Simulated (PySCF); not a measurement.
# The bond of ZnCl+, level by level

One job finds the state of ZnCl+, follows it along the bond with each method and fits the curves.

Computed with PySCF 2.14.0. Level: Zn def2-TZVPPD, Cl def2-TZVPPD, no relativity.

## 1. The job

Settings of the job:

```
atoms                         : Zn, Cl
charge                        : 1
basis                         : Zn def2-TZVPPD, Cl def2-TZVPPD
Hamiltonian                   : no relativity
basis functions               : 118
electrons treated             : 46
masses in u                   : 63.9291, 34.9689
levels                        : PBE0, PBE, r²SCAN, TPSSh, TPSS, PBEsol, r²SCAN0, BP86, ωB97X-V, HF, MP2, SCS-MP2, CCSD, CCSD(T)
grid                          : 80 radial by 434 angular points
occupations                   : held fixed by the projection of orbital angular momentum
dissociation limit            : Zn+ + Cl, each in its ground configuration
starting distance in angstrom : 2.260
values of 2S to try           : 0, 2
```

Started as:

```console
$ OMP_NUM_THREADS=2 python dia.py task.json out
```

The runs that follow: PBE0 along the bond; Higher solutions at PBE0; PBE (GGA); r²SCAN; TPSSh; TPSS (meta-GGA); PBEsol (GGA); r²SCAN0; BP86 (GGA); ωB97X-V; RHF (mean field); MP2 and coupled cluster.

**Question.** What will these runs give? Wanted: for each run, Re; ωe; De; μ.

**Answer**, as computed:

Lowest PBE0 solution found, without spin–orbit coupling: ¹Σ⁺ (singlet), closed shell. State 2 has its PBE0 minimum 1.90 eV higher. The other levels ran on the lowest alone.

```csv
level,Re (Å),ωe (cm⁻¹),De (eV),μ (D)
RHF,2.075,481,1.32,-6.91
RHF-MP2,2.043,481,2.59,n/a
RHF-SCS-MP2,2.055,472,2.49,n/a
RHF-CCSD,2.063,468,2.35,n/a
RHF-CCSD(T),2.064,461,2.50,n/a
PBE,2.066,445,2.78,-4.68
PBEsol,2.045,461,3.03,-4.63
BP86,2.066,444,2.72,-4.63
TPSS,2.061,451,2.71,-4.95
r²SCAN,2.045,470,2.69,-5.11
TPSSh,2.057,459,2.64,-5.19
PBE0,2.053,467,2.58,-5.34
r²SCAN0,2.042,481,2.51,-5.58
ωB97X-V,2.047,482,2.63,-5.70
```

De is counted to Zn+ + Cl in their ground configurations. A positive dipole points from Zn to Cl; in an ion it is taken about the centre of mass and does not tell which atom is negative.

Differences from CCSD(T) in the same basis:

```csv
level,Re (mÅ),ωe (%)
RHF,+11,+4.4
RHF-MP2,-22,+4.3
RHF-SCS-MP2,-9,+2.6
RHF-CCSD,-2,+1.5
PBE,+1,-3.4
PBEsol,-20,+0.1
BP86,+2,-3.7
TPSS,-3,-2.1
r²SCAN,-19,+1.9
TPSSh,-7,-0.3
PBE0,-11,+1.4
r²SCAN0,-22,+4.4
ωB97X-V,-18,+4.7
```

Judged by CCSD(T) in the same basis: best bond length PBE (+1 mÅ), worst RHF-MP2 and r²SCAN0 (-22 mÅ); best wavenumber PBEsol (+0.1 %), worst ωB97X-V (+4.7 %). Among the levels with a De in the table, it runs from 1.32 eV (RHF) to 3.03 eV (PBEsol).

Correlated steps freeze 10 core orbitals.
